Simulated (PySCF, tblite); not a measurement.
**C4HF2O2 radical: geometry, infrared bands and EPR parameters**

Wanted: the infrared bands and EPR parameters of C4HF2O2 radical (`Oc1oc(F)[c]c1F`), by calculation.

Computed with tblite 0.8.0 and PySCF 2.14.0, with density-fitted response routines of our own, on a single molecule in the gas phase. Atoms count from 0, in the outputs and in this text.

### 1 The starting structure

9 atoms, charge 0, multiplicity 2; geometry from: force field or distance geometry start.

Bonds of the start (Å): O0–C1 1.38, C1–O2 1.33, O2–C3 1.31, C3–F4 1.36, C3–C5 1.39, C5–C6 1.38, C6–F7 1.34, C6–C1 1.38, O0–H8 1.02.

### 2 Relaxing the molecule with GFN2-xTB

Job settings and geometry (Å):

```
{"job": {"kind": "relax", "xc": "GFN2-xTB", "basis": "xTB"}, "charge": 0, "multiplicity": 2}
O     -1.797600    -0.934800    -0.383400
C     -0.580600    -0.310900    -0.204000
O      0.566400    -0.976700    -0.156200
C      1.579700    -0.169200     0.020500
F      2.898900    -0.474000     0.130200
C      1.057200     1.109500     0.122000
C     -0.314100     1.031900    -0.020900
F     -1.165000     2.061100     0.020800
H     -2.231500    -1.331000     0.445800
```

The run is started by

```
$ OMP_NUM_THREADS=1 python probes_run.py task.json out
```

This one command runs all jobs of the session in turn.

Log:

```text
step      E/eV     max force
  0    -721.47372    3.276
  1    -721.74185    1.064
  2    -721.77592    0.696
  3    -721.81269    0.507
  4    -721.84872    0.395
  5    -721.85681    0.307
  6    -721.86793    0.370
  7    -721.87505    0.277
  8    -721.87833    0.144
  9    -721.87967    0.148
 10    -721.88157    0.161
 11    -721.88562    0.260
 12    -721.89350    0.409
 13    -721.90165    0.509
 14    -721.91609    0.474
 15    -721.93128    0.464
 16    -721.93474    1.057
 17    -721.95232    0.555
 18    -721.96367    0.350
 19    -721.97535    0.527
 20    -721.98138    0.274
 21    -721.99273    0.324
 22    -722.00724    0.266
 23    -722.01101    0.284
 24    -722.01358    0.235
 25    -722.01612    0.201
 26    -722.02068    0.161
 27    -722.02236    0.137
 28    -722.02509    0.134
 29    -722.02690    0.119
 30    -722.02825    0.097
 31    -722.02888    0.075
 32    -722.02936    0.062
 33    -722.02977    0.056
 34    -722.03009    0.063
 35    -722.03036    0.052
 36    -722.03055    0.054
 37    -722.03068    0.041
 38    -722.03077    0.031
 39    -722.03083    0.018
 40    -722.03087    0.018
 41    -722.03090    0.016
 42    -722.03091    0.015
 43    -722.03092    0.011
 44    -722.03093    0.007
```

Wall time 0.64 s (1 thread of Intel Xeon at 2.50GHz, shared host).

Relaxation path: (not every step is listed)

```csv
step,energy from step 0 (eV),largest force (eV/Å)
0,0.0000,3.2759
1,-0.2681,1.0635
2,-0.3022,0.6959
3,-0.3390,0.5069
4,-0.3750,0.3953
5,-0.3831,0.3072
6,-0.3942,0.3696
7,-0.4013,0.2770
8,-0.4046,0.1437
11,-0.4119,0.2596
14,-0.4424,0.4740
17,-0.4786,0.5551
20,-0.5077,0.2742
23,-0.5373,0.2839
26,-0.5470,0.1606
29,-0.5532,0.1192
32,-0.5556,0.0620
35,-0.5566,0.0524
38,-0.5571,0.0310
39,-0.5571,0.0177
40,-0.5572,0.0177
41,-0.5572,0.0155
42,-0.5572,0.0149
43,-0.5572,0.0109
44,-0.5572,0.0066
```

Distances of close pairs at the start and the end, largest changes first:

```csv
bond,before (Å),after (Å),change (Å)
O2–C3,1.308,1.368,+0.061
O0–C1,1.379,1.327,-0.052
O0–H8,1.016,0.968,-0.049
C3–F4,1.358,1.315,-0.044
C3–C5,1.385,1.350,-0.035
C1–O2,1.327,1.355,+0.028
C5–C6,1.381,1.409,+0.028
C6–F7,1.336,1.326,-0.010
```

The final coordinates are the input of the step that follows.

### 3 Harmonic vibrations with GFN2-xTB

Job settings and geometry (Å):

```
{"job": {"kind": "ir", "xc": "GFN2-xTB", "basis": "xTB"}, "charge": 0, "multiplicity": 2}
O     -1.858073    -0.767759    -0.091258
C     -0.658669    -0.199530    -0.105501
O      0.443365    -0.978041     0.019205
C      1.506761    -0.116869     0.037070
F      2.690610    -0.683329     0.113447
C      1.104579     1.171390     0.067148
C     -0.297363     1.133198    -0.066270
F     -1.137387     2.159101    -0.104009
H     -1.780262    -1.712168     0.104988
```

Log:

```text
mode    cm-1     km/mol
  1     198.0      2.56
  2     239.0      1.94
  3     253.9      7.72
  4     303.3     10.68
  5     346.4    133.75
  6     386.5     53.18
  7     493.4     64.94
  8     526.6     19.24
  9     547.2      0.37
 10     577.0     21.11
 11     615.7      8.23
 12     827.8     24.37
 13     930.4    157.17
 14    1070.9    230.74
 15    1130.4    147.89
 16    1214.6    130.69
 17    1289.3    237.10
 18    1401.6    205.66
 19    1597.3    226.38
 20    1605.1    341.05
 21    3474.4    107.18
```

Run time: 0.58 s. Hardware: 1 thread of Intel Xeon at 2.50GHz, shared host.

The strongest bands and the atoms that carry them (share of the mass-weighted mode):

```csv
cm⁻¹,km/mol,atoms
346,133.8,H8 76 %
930,157.2,"O2 47 %, C5 23 %, F4 15 %"
1071,230.7,"H8 43 %, O2 27 %"
1130,147.9,"C3 28 %, C6 19 %, C5 19 %, H8 13 %"
1289,237.1,"C1 45 %, H8 13 %, C6 12 %, O0 11 %"
1402,205.7,"C6 43 %, C1 29 %, C5 15 %"
1597,226.4,"C3 68 %, C5 25 %"
1605,341.1,"C1 45 %, C6 41 %"
```

### 4 g tensor and hyperfine couplings: B3LYP/pcH-1

Settings changed since step 3:

```diff
@@ -1,2 +1,2 @@
-{"job": {"kind": "ir", "xc": "GFN2-xTB", "basis": "xTB"}, "charge": 0, "multiplicity": 2}
+{"job": {"kind": "epr", "basis": "pcH-1"}, "charge": 0, "multiplicity": 2}
 O     -1.858073    -0.767759    -0.091258
```

Method: UKS B3LYP, pcH-1 on C F H O, non-relativistic, mean-field spin-orbit, GIAO.

Log:

```text
UKS, coarse grid
  cycle   1  E = -502.78662155  |g| = 7.54e-01
  cycle   2  E = -502.25878197  |g| = 1.32e+00
  cycle   3  E = -502.96051844  |g| = 2.90e-01
  cycle   4  E = -502.98421681  |g| = 2.21e-01
  cycle   5  E = -503.00838836  |g| = 4.51e-02
  cycle   6  E = -503.00901990  |g| = 4.68e-02
  cycle   7  E = -503.00976240  |g| = 3.20e-02
  cycle   8  E = -503.01027139  |g| = 2.40e-02
  cycle   9  E = -503.01056774  |g| = 1.90e-02
  cycle  10  E = -503.01079677  |g| = 1.53e-02
  cycle  11  E = -503.01122660  |g| = 5.51e-03
  cycle  12  E = -503.01124273  |g| = 6.57e-03
  cycle  13  E = -503.01137110  |g| = 2.29e-03
  cycle  14  E = -503.01139096  |g| = 9.35e-04
  cycle  15  E = -503.01139717  |g| = 6.69e-04
UKS, final grid
  cycle   1  E = -503.01137484  |g| = 9.06e-04
  cycle   2  E = -503.01137309  |g| = 2.44e-03
  cycle   3  E = -503.01137578  |g| = 4.44e-04
  cycle   4  E = -503.01137591  |g| = 4.48e-04
  cycle   5  E = -503.01137653  |g| = 2.93e-04
  cycle   6  E = -503.01137686  |g| = 1.90e-04
  cycle   7  E = -503.01137697  |g| = 1.40e-04
  cycle   8  E = -503.01137705  |g| = 5.32e-05
  cycle   9  E = -503.01137706  |g| = 2.95e-05
E = -503.01137706 Eh   <S^2> = 0.7555 (exact 0.7500)
g shifts (ppm)      1          2          3
  rmc          -182       -182       -182
  gc             25          0         49
  oz_so          20        434       1260
  total        -138        252       1127
hyperfine (MHz)  atom isotope    a_iso     a_fc   dipolar eigenvalues
    0   17O      -7.15      -7.15    -16.76      8.15      8.61
    1   13C      42.31      42.31    -12.27     -9.59     21.87
    2   17O      -0.41      -0.41    -14.55      5.25      9.30
    3   13C      21.52      21.52    -15.74    -11.41     27.15
    4   19F      23.66      23.66    -55.34    -43.25     98.59
    5   13C     415.46     415.46    -59.29    -54.68    113.96
    6   13C       0.03       0.03    -12.80     -5.29     18.08
    7   19F       0.23       0.23    -38.70    -12.43     51.13
    8    1H      -1.76      -1.76     -3.75     -1.93      5.68
```

Wall time 1.7 min (1 thread of Intel Xeon at 2.50GHz, shared host); peak memory 0.74 GiB.

Principal g values 2.00218, 2.00257, 2.00345; g(iso) = 2.00273, against 2.00232 for a free electron.

Hyperfine couplings, nucleus by nucleus at this fixed geometry (no averaging over rotations):

```csv
nuclei,isotope,a(iso) (MHz),"a(iso) (G, at g = 2.0023)",largest dipolar term (MHz)
C5,13C,415.5,148.2,114.0
C1,13C,42.3,15.1,21.9
F4,19F,23.7,8.4,98.6
C3,13C,21.5,7.7,27.2
O0,17O,-7.1,-2.6,-16.8
H8,1H,-1.8,-0.6,5.7
O2,17O,-0.4,-0.1,-14.6
F7,19F,0.2,0.1,51.1
C6,13C,0.0,0.0,18.1
```

Mulliken spin populations:

```csv
atom,value (e)
O0,0.04
C1,0.11
O2,0.01
C3,0.08
F4,0.01
C5,0.75
C6,-0.02
F7,0.00
H8,0.00
```

In first order the couplings over 0.8 MHz of 19F, 1H give 4 distinct lines over 9.1 G.

Orbitals, density, ELF and potential are computed afterwards from the orbital file.

ELF in a plane through or near 9 of the atoms.

Ten even steps from ' ' (0.00) to '@' (0.96):
```
                                                        
                                                        
                                                        
                                                        
                          ..        ....                
            ..::..    ::==++==    ::%%%%**..            
        ..--##%%**..  ++@@@@%%..  ++@@@@%%::            
        --**%%%%%%::::**##%%%%::..++@@@@##::            
      ..++%%##--%%====%%****%%++++##..--%%**::          
      ..==##%%##**..==--++****====%%==##@@%%--..        
          ......--##%%##..::****==----####++..          
              ..==##--::**====%%**::  ......            
            ::##%%%%::::@@--%%::--::..                  
            ==%%@@@@@@####====%%%%%%##--                
            ::**##%%##==  ..++%%::%%##--..              
              ::--==--..  ::**%%%%%%++..                
                            ::==--::                    
                                                        
                                                        
                                                        
```
The map spans 10.4 Å across and 9.7 Å up, centred on the molecule. Atoms in the plane (x, y in Å): O0 (1.9, 0.6), C1 (0.7, 0.1), O2 (-0.4, 1.0), C3 (-1.5, 0.3), F4 (-2.6, 0.9), C5 (-1.2, -1.1), C6 (0.2, -1.2), F7 (0.9, -2.3), H8 (1.9, 1.6).

log10 of the density (e/Å³) in the same plane.

Ten even steps from '0' (-4.0) to '9' (1.4):
```
0000000000000000000000000000
0000000000000000000000000000
0000000000000000000000000000
0000000000000000000000000000
0000012221223332222221000000
0001234443345544344443100000
0003456665567765556664320000
0013568886678876667765421000
0014679987778887779886431000
0013567778977779888876431000
0002345567876778776665320000
0000234567887787765443210000
0000124567887897765431000000
0000123556777778876431000000
0000013445555578987531000000
0000002333444567876431000000
0000000112222345554310000000
0000000000001223332100000000
0000000000000000000000000000
0000000000000000000000000000
```
The map spans 10.4 Å across and 9.7 Å up, centred on the molecule. Atoms in the plane (x, y in Å): O0 (1.9, 0.6), C1 (0.7, 0.1), O2 (-0.4, 1.0), C3 (-1.5, 0.3), F4 (-2.6, 0.9), C5 (-1.2, -1.1), C6 (0.2, -1.2), F7 (0.9, -2.3), H8 (1.9, 1.6).

On the surface of density 0.002 e/bohr³ the electrostatic potential runs, from the 1st to the 99th percentile, from -0.79 V near C5 to 3.26 V near H8.

The spin density lies nearest to C5 64 %; C1, C3 about 10 % each.

### 5 What came out

| quantity | value |
| --- | --- |
| strongest single infrared mode (GFN2-xTB) | 1605 cm⁻¹, 341 km/mol |
| zero-point energy (GFN2-xTB) | 27.2 kcal/mol |
| g(iso) (B3LYP) | 2.00273 |
| ⟨S²⟩ | 0.756 (exact 0.75) |
| largest a(iso) | 13C on C5, 415.5 MHz |
| surface potential, 1st and 99th percentile | -0.79 V and 3.26 V |

In words: Relaxing lowered the energy by 0.557 eV in 44 steps; the close pair that moved most is O2–C3, from 1.308 to 1.368 Å. No mode is imaginary among the 21: a minimum at this level. The strongest single mode, at 1605 cm⁻¹, moves mainly C1 and C6. GFN2-xTB is a fitted tight-binding method: band positions and strengths are rough. Its intensities can rank the bands wrongly. C5 carries the largest spin population, 0.75 e. The isotropic g lies 0.4 ppt above the free-electron value.
